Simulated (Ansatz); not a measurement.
# Si2W3: the cost of one run

Program: Ansatz 0.2.0. Level of theory: DFT PBE, scalar-relativistic, plane waves, PAW. These are calculated values, not measurements.

3 further runs of the same task are left out: 1 that didn't finish, 2 set aside as unsound or not needed. Runs told in other sessions of the task aren't counted.

## 1. Starting point

The structure is tetragonal, space group P4/mbm (No. 127). The conventional cell has a = 6.630 Å, b = 6.630 Å, c = 3.312 Å, α = 90.00°, β = 90.00°, γ = 90.00°. Around Si (site symmetry m2m) lie 1 Si at 2.52 Å and 8 W at 2.55 to 2.58 Å. Around W (site symmetry 4/m) lie 4 Si at 2.58 Å. W (site symmetry m2m) is surrounded by 6 Si at 2.55 to 2.56 Å.

Structure file:

```cif
data_structure
_symmetry_space_group_name_H-M 'P4/mbm'
_symmetry_Int_Tables_number 127
_cell_length_a 6.6300
_cell_length_b 6.6300
_cell_length_c 3.3123
_cell_angle_alpha 90.000
_cell_angle_beta 90.000
_cell_angle_gamma 90.000
_cell_volume 145.60
loop_
_atom_site_label
_atom_site_type_symbol
_atom_site_symmetry_multiplicity
_atom_site_Wyckoff_symbol
_atom_site_fract_x
_atom_site_fract_y
_atom_site_fract_z
_atom_site_occupancy
Si1 Si 4 g 0.63423 0.13423 0.00000 1
W1 W 2 a 0.00000 0.00000 0.00000 1
W2 W 4 h 0.15951 0.65951 0.50000 1
```

It goes back to an entry of the Materials Project, which need not be the stable form.

It is built from the cell relaxed beforehand with the same method (14.56 Å³/atom).

## 2. The undisturbed cell

File input.yaml:

```yaml
crystal:
  lattice:
    - [0.0, -6.6300343037, 0.0]
    - [0.0, 0.0, -3.3123213854]
    - [13.2600686075, 0.0, 0.0]
  atoms:
    - { symbol: Si, position: [0.3657670118, 1.0, 0.0671164941] }
    - { symbol: Si, position: [0.3657670118, 1.0, 0.5671164941] }
    - { symbol: Si, position: [0.6342329882, 0.0, 0.4328835059] }
    - { symbol: Si, position: [0.6342329882, 0.0, 0.9328835059] }
    - { symbol: Si, position: [0.1342329882, 0.0, 0.3171164941] }
    - { symbol: Si, position: [0.1342329882, 0.0, 0.8171164941] }
    - { symbol: Si, position: [0.8657670118, 0.0, 0.1828835059] }
    - { symbol: Si, position: [0.8657670118, 0.0, 0.6828835059] }
    - { symbol: W, position: [0.5, 1.0, 0.25] }
    - { symbol: W, position: [0.5, 1.0, 0.75] }
    - { symbol: W, position: [0.0, 0.0, 0.5] }
    - { symbol: W, position: [0.0, 0.0, 0.0] }
    - { symbol: W, position: [0.8404880297, 0.5, 0.3297559851] }
    - { symbol: W, position: [0.8404880297, 0.5, 0.8297559851] }
    - { symbol: W, position: [0.1595119703, 0.5, 0.1702440149] }
    - { symbol: W, position: [0.1595119703, 0.5, 0.6702440149] }
    - { symbol: W, position: [0.6595119703, 0.5, 0.0797559851] }
    - { symbol: W, position: [0.6595119703, 0.5, 0.5797559851] }
    - { symbol: W, position: [0.3404880297, 0.5, 0.4202440149] }
    - { symbol: W, position: [0.3404880297, 0.5, 0.9202440149] }
basis:
  ecutwfc: 420
kpoints:
  mp_grid: { grid: [6, 12, 3] }
hamiltonian:
  xc: pbe
scf:
  occupations: { method: gaussian, width: 0.15 }
output:
  forces: true
  stress: true
  eigenvalues: true
  write_density: true
  write_potential: true
  elf: true
  volumetric_format: npy
```

On the command line:

```console
$ ansatz run input.yaml --threads 2 --pin off --max-ram 5120MiB --backend cpu --events-out ev --progress --plain --runs-dir out
```

What time and memory should one allow on 2 threads of Intel Xeon at 2.70GHz, shared host?

About 94 s, with a peak of 1.6 GiB.
